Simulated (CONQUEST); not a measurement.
CS2 in CONQUEST: convergence with k mesh

Input of the first run (k mesh 1 × 1 × 1); the others differ in this setting and in those tied to it:

Contents of Conquest_input:

```
IO.Title CS2
IO.Coordinates coords.dat
IO.FractionalAtomicCoords T
IO.Iprint 2
IO.Iprint_init 1
General.NumberOfSpecies 2
General.PseudopotentialType hamann
AtomMove.TypeOfRun static
AtomMove.FullStress T
Grid.GridCutoff 120
DM.SolutionMethod diagon
Diag.MPMesh T
Diag.GammaCentred T
Diag.MPMeshX 1
Diag.MPMeshY 1
Diag.MPMeshZ 1
Diag.kT 0.00183747
minE.SCTolerance 1e-6
SC.MaxIters 100
IO.AtomChargeOutput T
%block ChemicalSpeciesLabel
1 32.070 S
2 12.010 C
%endblock
```

coords.dat

```
   11.3168667823     0.0000000000     0.0000000000
    0.0000000000    13.7790816569     0.0000000000
    0.0000000000     0.0000000000    18.6161777133
12
  0.1831170000   0.9959770000   0.8890660000 1 T T T
  0.6831170000   0.4959770000   0.8890660000 1 T T T
  0.3190800000   0.0076480000   0.3881430000 1 T T T
  0.8190800000   0.5076480000   0.3881430000 1 T T T
  0.1833115000   0.4971495000   0.6052360000 1 T T T
  0.6833115000   0.9971495000   0.6052360000 1 T T T
  0.3163675000   0.4980125000   0.1152210000 1 T T T
  0.8163675000   0.9980125000   0.1152210000 1 T T T
  0.4926625000   0.0097715000   0.5014210000 2 T T T
  0.9926625000   0.5097715000   0.5014210000 2 T T T
  0.4974415000   0.4959635000   0.0065010000 2 T T T
  0.9974415000   0.9959635000   0.0065010000 2 T T T
```

Potentials or basis: PseudoDojo NC PBE, DZP, grid cutoff 120 Ha.

Launch:

```sh
$ OMP_NUM_THREADS=1 Conquest
```

The cell isn't the ideal one: atoms moved at random.

The cell comes from a database or a generator and needn't be the stable form of this composition.

Hardware: 1 thread of AMD EPYC (Zen 3), on a shared host.

| k mesh | energy less the tightest run, at zero smearing (meV/atom) | pressure (GPa) | largest force (eV/Å) | gap on the mesh (eV) | SCF cycles | CPU time (s) | peak memory (GiB) |
| --- | --- | --- | --- | --- | --- | --- | --- |
| 1 × 1 × 1 | -47.59 | 1.69 | 3.857 | 3.497 | 10 | 96 | 1 |
| 2 × 2 × 1 | 2.62 | 2.24 | 3.855 | 3.481 | 10 | 99 | 1 |
| 2 × 2 × 2 | 0.87 | 2.20 | 3.854 | 3.482 | 10 | 100 | 1 |
| 3 × 2 × 2 | -0.02 | 2.18 | 3.854 | 3.482 | 10 | 110 | 1 |
| 3 × 3 × 2 | -0.02 | 2.18 | 3.854 | 3.482 | 10 | 110 | 1 |
| 4 × 3 × 3 | 0.00 | 2.18 | 3.854 | 3.482 | 10 | 110 | 1 |
| 5 × 4 × 3 | 0.00 | 2.18 | 3.854 | 3.482 | 10 | 130 | 1 |
| 6 × 5 × 4 | 0.00 | 2.18 | 3.854 | 3.482 | 10 | 190 | 1 |
| 7 × 6 × 4 | 0.00 | 2.18 | 3.854 | 3.482 | 10 | 220 | 1 |

Against the tightest run, the energy stays within 1 meV/atom from 2 × 2 × 2 on; the pressure stays within 0.1 GPa from 2 × 2 × 1 on; the largest force stays within 0.005 eV/Å from 1 × 1 × 1 on; the gap on the mesh stays within 0.01 eV from 2 × 2 × 1 on. Meshes of other sizes hit other points, so gaps and Fermi surfaces needn't settle smoothly. The tightest run that finished is the yardstick and may itself not be fully converged.

Caveat, for the tightest run too: an odd mesh through Γ misses points on the zone boundary, where band edges often lie; the basis of atomic orbitals isn't converged, which shifts pressures, moduli and gaps.
